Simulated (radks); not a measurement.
# Zn²⁺ in [Ne] 3s1 3p6 3d10 4p1: an all-electron calculation

Wanted: eigenvalues, radial structure and energy terms of the zinc ion Zn2+.

Method: scalar-relativistic Kohn-Sham, PBE, spin-unpolarised, spherical densities, point nucleus. Code: radks (a radial shooting solver on a logarithmic mesh, Libxc functionals) version 1.

### 1 What is computed

| Quantity | Value |
| --- | --- |
| element | zinc (Z = 30) |
| charge | +2 |
| electrons | 28 |
| configuration | [Ne] 3s1 3p6 3d10 4p1 |

Outer shells as boxes (Hund's rule):

Zn²⁺
```
[Ne] core
3s [↑ ]
3p [↑↓][↑↓][↑↓]
3d [↑↓][↑↓][↑↓][↑↓][↑↓]
4p [↑ ][  ][  ]
```

### 2 The run

Settings of this run:

```text
Z 30
configuration [Ne] 3s1 3p6 3d10 4p1
relativity scalar-relativistic
functional pbe,pbe
spin unpolarised
nucleus point
c 137.035999084
```

**Question.** What will this run give?

**Answer**, as computed:

```
                        quantity                value
                    total energy  -1789.88996 hartree
exchange-correlation share of it               3.93 %
                            −T/E               1.0159
          highest occupied level       4p, -18.319 eV
    most extended occupied level  4p, <r> = 2.53 bohr
 radius at density 0.001 e/bohr³            3.65 bohr
    maxima of the radial density                    3
```

The radial density shows 3 maxima for 4 occupied principal shells; where shells overlap, one shows as a shoulder or not at all. −T/E is 1.016: with relativity the kinetic term as defined here no longer equals −E. This is not the tabulated ground configuration, so its levels and sizes aren't those of the ground state, and no measured value stands beside it.
